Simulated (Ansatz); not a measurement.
# CdSeS4: the cost of one run

Program: Ansatz 0.2.0. Level of theory: DFT PBE, scalar-relativistic, plane waves, PAW. These are calculated values, not measurements.

1 further run of the same task is left out (it didn't finish). Runs told in other sessions of the task aren't counted.

### 1 The structure to begin with

The structure is tetragonal, space group P4/mmm (No. 123). The conventional cell has a = 5.163 Å, b = 5.163 Å, c = 4.997 Å, α = 90.00°, β = 90.00°, γ = 90.00°. Around Cd (site symmetry 4/mmm) lie 8 S at 2.96 Å. Se (site symmetry 4/mmm) is surrounded by 8 S at 2.78 Å. S (site symmetry 2mm) is surrounded by 2 S at 2.08 to 2.92 Å and 2 Se at 2.78 Å and 2 Cd at 2.96 Å.

As a file:

```cif
data_structure
_symmetry_space_group_name_H-M 'P 1'
_symmetry_Int_Tables_number 1
_cell_length_a 5.1633
_cell_length_b 5.1633
_cell_length_c 4.9972
_cell_angle_alpha 90.000
_cell_angle_beta 90.000
_cell_angle_gamma 90.000
_cell_volume 133.22
loop_
_atom_site_label
_atom_site_type_symbol
_atom_site_fract_x
_atom_site_fract_y
_atom_site_fract_z
_atom_site_occupancy
Cd1 Cd 0.50000 0.50000 0.50000 1
Se1 Se 0.00000 0.00000 0.00000 1
S1 S 0.50000 0.00000 0.79176 1
S2 S 0.00000 0.50000 0.20824 1
S3 S 0.50000 0.00000 0.20824 1
S4 S 0.00000 0.50000 0.79176 1
```

It is the end of an earlier relaxation with the same method, from a database cell with other species swapped in; it needn't be the stable form of this composition. At a tolerance of 0.05 Å it has space group P4/mmm (No. 123); it has 22.20 Å³/atom, an uncorrected energy of +0.32 eV/atom over the elements.

### 2 Electronic structure at the relaxed geometry

Input file input.yaml:

```yaml
crystal:
  lattice:
    - [5.1632998631, 0.0, 0.0]
    - [0.0, 5.1632998631, 0.0]
    - [0.0, 0.0, 4.9971818941]
  atoms:
    - { symbol: Cd, position: [0.5, 0.5, 0.5] }
    - { symbol: Se, position: [0.0, 0.0, 0.0] }
    - { symbol: S, position: [0.5, 0.0, 0.7917559331] }
    - { symbol: S, position: [0.0, 0.5, 0.2082440669] }
    - { symbol: S, position: [0.5, 0.0, 0.2082440669] }
    - { symbol: S, position: [0.0, 0.5, 0.7917559331] }
basis:
  ecutwfc: 420
kpoints:
  mp_grid: { grid: [8, 8, 8] }
  band_path:
    path:
      - [[0.0, 0.0, 0.0], [0.0, 0.5, 0.0], [0.5, 0.5, 0.0], [0.0, 0.0, 0.0], [0.0, 0.0, 0.5], [0.0, 0.5, 0.5], [0.5, 0.5, 0.5], [0.0, 0.0, 0.5]]
      - [[0.0, 0.5, 0.0], [0.0, 0.5, 0.5]]
      - [[0.5, 0.5, 0.0], [0.5, 0.5, 0.5]]
    npoints: 14
hamiltonian:
  xc: pbe
scf:
  occupations: { method: gaussian, width: 0.1 }
  n_extra_bands: 15
output:
  forces: true
  stress: true
  eigenvalues: true
  populations: true
  dos: { projected: true, de: 0.02, nscf_kmesh: { grid: [10, 10, 10] } }
  bader: true
  write_density: true
  write_potential: true
  elf: true
  volumetric_format: npy
```

Launch:

```
> ansatz run input.yaml --threads 1 --pin off --max-ram 2560MiB --backend cpu --events-out ev --progress --plain --runs-dir out
```

**Question.** How long does this run take on 1 thread of Arm Neoverse V2, shared host, and how much memory does it need?

About 93 s, with a peak of 0.73 GiB.
